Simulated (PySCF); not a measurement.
# F2Hg2O (Hg2(O)1(F)2): the cost of one run

Computed with PySCF 2.14.0. Level: PBE, Hg def2-SVP with ECP60, O def2-SVP, F def2-SVP; scalar-relativistic core potentials, no spin–orbit coupling.

### Step 1. The system as given

5 atoms, charge 0, spin multiplicity 1.

Bond lengths: Hg1–O3 1.983 Å, Hg1–F4 1.952 Å, Hg2–O3 1.983 Å, Hg2–F5 1.952 Å. Angles: O3–Hg1–F4 176.3°, O3–Hg2–F5 176.3°, Hg1–O3–Hg2 116.4°.

Geometry (Å):

| atom | x (Å) | y (Å) | z (Å) |
| --- | --- | --- | --- |
| Hg1 | -0.1328 | -0.1520 | 1.6851 |
| Hg2 | -0.1328 | -0.1520 | -1.6851 |
| O3 | -0.8205 | -0.9388 | 0.0000 |
| F4 | 0.4715 | 0.5395 | 3.4071 |
| F5 | 0.4715 | 0.5395 | -3.4071 |

Formal oxidation states: Hg +2. An earlier session relaxed this geometry at PBE, Hg def2-SVP with ECP60, O def2-SVP, F def2-SVP (singlet, point group C2v).

Its energy there is -581.437836 Eh.

### Step 2. Multiplicity 3 at the relaxed geometry

run.py (the lines that set the calculation) reads:

```python
mol = gto.M(atom='''
Hg    -0.13281    -0.15197     1.68509
Hg    -0.13281    -0.15197    -1.68509
O     -0.82045    -0.93879     0.00000
F      0.47149     0.53949     3.40712
F      0.47149     0.53949    -3.40712''',
    basis={'Hg': 'def2-SVP', 'O': 'def2-SVP', 'F': 'def2-SVP'},
    ecp={'Hg': 'def2-SVP'},
    charge=0, spin=2)
mf = dft.UKS(mol, xc='PBE')
mf.grids.atom_grid = (50, 194)
mf = mf.density_fit()  # fitting sets: Hg def2-universal-JKFIT, O def2-universal-JKFIT, F def2-universal-JKFIT
mf.conv_tol = 1e-08; mf.max_cycle = 55
mf.kernel(dm0)  # dm0: free metal ions and neutral atoms
```

Run with:

```sh
> OMP_NUM_THREADS=2 python run.py
```

**Question.** How long does this run take on 2 threads of Arm Neoverse N1, shared host?

About 7.6 s.
